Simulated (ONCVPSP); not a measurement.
# Lutetium: generating and testing an ONCV potential

Task: generate the file, and judge it by its errors in other configurations, its logarithmic derivatives, its ghosts and its cutoff.

Method: ONCVPSP 4.0.1, PBE, scalar-relativistic.

**1. Starting point**

The settings as typed:

```
element                 : lutetium (Lu, Z = 71)
type                    : optimised norm-conserving Vanderbilt (ONCV)
frozen core             : [Kr] 4d10
valence charge          : 25
reference configuration : 4f14 5s2 5p6 5d1 6s2
partial waves           : 5s+6s: rc 1.85 bohr, ncon 5, nbas 9, qcut 5.2 1/bohr, 2 projectors; 5p: rc 1.30 bohr, ncon 3, nbas 6, qcut 5.8 1/bohr, 2 projectors, debl 3.9 Ha; 5d: rc 3.40 bohr, ncon 4, nbas 8, qcut 5.2 1/bohr, 3 projectors, debl 1.3 Ha; 4f: rc 0.85 bohr, ncon 4, nbas 8, qcut 16.6 1/bohr, 2 projectors, debl 2.3 Ha
local potential         : polynomial inside 0.75 bohr (lpopt 2, dvloc0 6 Ha)
core correction         : not asked for
```

The nodes and maxima of the atom's own shells, from an earlier all-electron run, set the scale for the radii.

All-electron outer shells of the reference configuration (PBE, scalar-relativistic, ld1.x):

```json
{"shell": "4d", "level (eV)": "-191.92", "outermost node (bohr)": "0.23", "outermost maximum (bohr)": "0.48"}
{"shell": "5s", "level (eV)": "-61.06", "outermost node (bohr)": "0.57", "outermost maximum (bohr)": "1.04"}
{"shell": "5p", "level (eV)": "-31.66", "outermost node (bohr)": "0.61", "outermost maximum (bohr)": "1.19"}
{"shell": "4f", "level (eV)": "-9.62", "outermost node (bohr)": "–", "outermost maximum (bohr)": "0.47"}
{"shell": "6s", "level (eV)": "-4.66", "outermost node (bohr)": "1.41", "outermost maximum (bohr)": "3.08"}
{"shell": "5d", "level (eV)": "-1.75", "outermost node (bohr)": "0.68", "outermost maximum (bohr)": "1.84"}
{"shell": "6p", "level (eV)": "-1.34", "outermost node (bohr)": "1.73", "outermost maximum (bohr)": "4.26"}
```

**2. The generation run**

Lu.dat reads:

```
# ATOM AND REFERENCE CONFIGURATION
# atsym  z   nc   nv     iexc    psfile
  Lu 71.00    9    5        4      upf
#
#   n    l    f
    1    0    2.00
    2    0    2.00
    2    1    6.00
    3    0    2.00
    3    1    6.00
    3    2   10.00
    4    0    2.00
    4    1    6.00
    4    2   10.00
    4    3   14.00
    5    0    2.00
    5    1    6.00
    5    2    1.00
    6    0    2.00
#
# PSEUDOPOTENTIAL AND OPTIMIZATION
# lmax
    3
#
#   l,   rc,      ep,       ncon, nbas, qcut
    0    1.85    0.00    5    9    5.20
    1    1.30    0.00    3    6    5.80
    2    3.40    0.00    4    8    5.20
    3    0.85    0.00    4    8   16.60
#
# LOCAL POTENTIAL
# lloc, lpopt,  rc(5),   dvloc0
    4    2    0.75    6.00
#
# VANDERBILT-KLEINMAN-BYLANDER PROJECTORs
# l, nproj, debl
    0    2    1.90
    1    2    3.90
    2    3    1.30
    3    2    2.30
#
# MODEL CORE CHARGE
# icmod, fcfact, rcfact
    0    0.00    0.00
#
# LOG DERIVATIVE ANALYSIS
# epsh1, epsh2, depsh
   -4.00    5.00    0.02
#
# OUTPUT GRID
# rlmax, drl
    6.00    0.01
#
# TEST CONFIGURATIONS
# ncnf
    4
# nvcnf
#   n    l    f
    5
    4    3   14.00
    5    0    2.00
    5    1    6.00
    5    2    1.00
    6    0    1.00
#
    5
    4    3   14.00
    5    0    2.00
    5    1    6.00
    5    2    1.00
    6    0    0.00
#
    5
    4    3   14.00
    5    0    2.00
    5    1    6.00
    5    2    0.00
    6    0    0.00
#
    5
    4    3   14.00
    5    0    2.00
    5    1    6.00
    5    2    1.00
    6    0    1.50
#
```

On the command line:

```sh
$ oncvpsp.x < Lu.dat > Lu.out
```

Q: Predict the outcome of this session. Wanted: cutoffs for 1 and 0.1 mHa per electron, occupied waves; bound ghosts; GHOST(+) flags; largest test error; largest phase difference near zero energy, channels read.

The runs gave:

| quantity | value |
| --- | --- |
| cutoffs for 1 and 0.1 mHa per electron, occupied waves | 236 Ha and 382 Ha |
| bound ghosts | none found |
| GHOST(+) flags | s at 56 eV, p at 300 eV |
| largest test error (AE − PS) | -10 meV, for 4f14 5s2 5p6 5d1 6s0 (1 test unsolved) |
| largest phase difference near zero energy, channels read | 0.000 rad |

**Reading.** The worst unpolarised test, 4f14 5s2 5p6 5d1 6s0, is off by 10 meV on 20.6 eV; by total energies transferability rates as good where solved. Of the tests 1 gave no usable energy difference, which is a warning in itself. By its cutoff, 236 Ha for the looser tolerance, it is very hard. At the looser tolerance the 4f wave is the slowest; 5p needs 54 Ha. It is free of bound ghosts as far as tested. Near zero energy the phases of the channels with partial waves agree within 0.001 rad. The program also flags highly localised states, GHOST(+) (s, p).
